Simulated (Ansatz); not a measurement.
Crystal: TaVN2.

```xyz
4
Lattice="3.0499 0.0000 0.0000 0.0000 3.0499 0.0000 0.0000 0.0000 4.2961" Properties=species:S:1:pos:R:3 pbc="T T T"
Ta    0.0000    0.0000    0.0000
V     1.5249    1.5249    2.1480
N     1.5249    1.5249    0.0000
N     0.0000    0.0000    2.1480
```

The cell comes from a database or a generator and needn't be the stable form of this composition.

| Property | Result |
| --- | --- |
| Program | Ansatz 0.2.0 |
| Task | relaxation of cell and atoms |
| Functional | RPBE |
| Potentials or basis | Ansatz PAW |
| Cutoff | 420 eV (not typed: the program's choice for these potentials) |
| k mesh | 9 × 9 × 6 |
| Occupations | fermi-dirac, width 0.05 eV |
| Spin | collinear spin, ferromagnetic start |
| Starting moments | [0.0, 2.0, 0.0, 0.0] μB |

At the start: volume 9.99 Å³/atom.

How do energy, volume and symmetry change on relaxing?

It ends after 6 steps and the volume is 10.16 Å³/atom (+1.7 %); space group P4/mmm (No. 123, to 0.05 Å); moment 1.33 μB per cell.

Step by step:
| step | energy change (eV) | largest force (eV/Å) | volume (Å³) |
| --- | --- | --- | --- |
| 1 | 0.0000 | 0.0000 | 39.96 |
| 2 | -0.0079 | 0.0000 | 40.61 |
| 3 | -0.0079 | 0.0000 | 40.63 |
| 4 | -0.0101 | 0.0000 | 40.63 |
| 5 | -0.0101 | 0.0000 | 40.64 |
| 6 | -0.0101 | 0.0000 | 40.64 |

Final structure:
```cif
data_structure
_symmetry_space_group_name_H-M 'P 1'
_symmetry_Int_Tables_number 1
_cell_length_a 3.0670
_cell_length_b 3.0670
_cell_length_c 4.3204
_cell_angle_alpha 90.000
_cell_angle_beta 90.000
_cell_angle_gamma 90.000
_cell_volume 40.64
loop_
_atom_site_label
_atom_site_type_symbol
_atom_site_fract_x
_atom_site_fract_y
_atom_site_fract_z
_atom_site_occupancy
Ta1 Ta 0.00000 0.00000 0.00000 1
V1 V 0.50000 0.50000 0.50000 1
N1 N 0.50000 0.50000 0.00000 1
N2 N 0.00000 0.00000 0.50000 1
```

Caveat: the plane-wave basis is chosen anew once the cell has moved, so the energies of steps on either side of that aren't comparable; the pressure holds a Pulay correction of +0.5 GPa for the finite cutoff; the PAW data sets come from PBE, with cores solved anew for the run's functional, which leaves a small shift of forces and pressure.
